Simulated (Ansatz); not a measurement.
**BeBr+ (triplet): from Hartree-Fock to the top rungs, cc-pVDZ**

How much of the correlation energy of BeBr+ (triplet) does each wave-function method recover here?

Method: cc-pVDZ, core rule «outside noble gas», up to 15 orbitals frozen; program: Ansatz 0.2.0, Gaussian basis.

The runs, in order: UHF; CCSD(T) on ROHF; CCSD(T) on UHF; BCCD(T) on ROHF; CISD; CCSDT(Q) on ROHF; CCSDT(Q) on UHF.

18 further runs of the same task are left out: 7 for a known fault of the program, 5 that didn't finish, 6 set aside as unsound or not needed.

## 1. What is computed

The geometry is a PBE0/def2-TZVP stationary point (not a proven minimum). No spin-orbit coupling is included. The filled d shell of Br may be among the frozen orbitals whatever the setting's name suggests; the logs give the count.

2 atoms, charge 1, spin multiplicity 3.

Atoms are counted from 1 here; the program's logs count them from 0.

Bond lengths: Br1–Be2 2.283 Å.

## 2. UHF

Contents of in.yaml:

```yaml
crystal:
  periodic: [false, false, false]
  atoms:
    - {symbol: Br, position_ang: [0.000000, 0.000000, 0.000000]}
    - {symbol: Be, position_ang: [0.000000, 0.000000, 2.283200]}
basis:
  gaussian: {orbitals: cc-pVDZ}
total_charge: 1
magnetization: {spin_polarized: true, initial_magnetization: 2}
hamiltonian: {xc: hf}
output: {orbitals: {seedname: orbitals}}
```

Launch:

```
$ ansatz run in.yaml --threads 1 --pin off --events-out ev --progress --plain --max-ram 2393MiB
```

The runs that follow: CCSD(T) on ROHF; CCSD(T) on UHF; BCCD(T) on ROHF; CISD; CCSDT(Q) on ROHF; CCSDT(Q) on UHF.

Q: Predict the results of all the runs planned. Wanted: UCCSDT(Q) below the RHF energy; RMP2 from UCCSDT(Q); UMP2 from UCCSDT(Q); RCCSD from UCCSDT(Q); RCCSD(T) from UCCSDT(Q); UCCSD(T) from UCCSDT(Q); RCCSDT(Q) from UCCSDT(Q); T1 diagnostic.

As calculated:

```
                         quantity                                                   value
   UCCSDT(Q) below the RHF energy                                              -3.3986 eV
              RMP2 from UCCSDT(Q)                                            +51.2 kJ/mol
              UMP2 from UCCSDT(Q)                                            +52.1 kJ/mol
             RCCSD from UCCSDT(Q)                                             +7.7 kJ/mol
          RCCSD(T) from UCCSDT(Q)                                             +1.9 kJ/mol
          UCCSD(T) from UCCSDT(Q)                                             +1.6 kJ/mol
         RCCSDT(Q) from UCCSDT(Q)                                             +0.3 kJ/mol
levels within 1 kcal/mol (43 meV)  RCCSD(T), UCCSD(T), BCCD(T), RCCSDT, UCCSDT, RCCSDT(Q)
                    T1 diagnostic                                                   0.018
```

**Reading.** RCCSD(T) lands +1.9 kJ/mol from the yardstick (0.6 % of the correlation energy). These misses are within one basis, not against nature; the frozen cores of restricted and unrestricted runs differ, which can shift their rows.
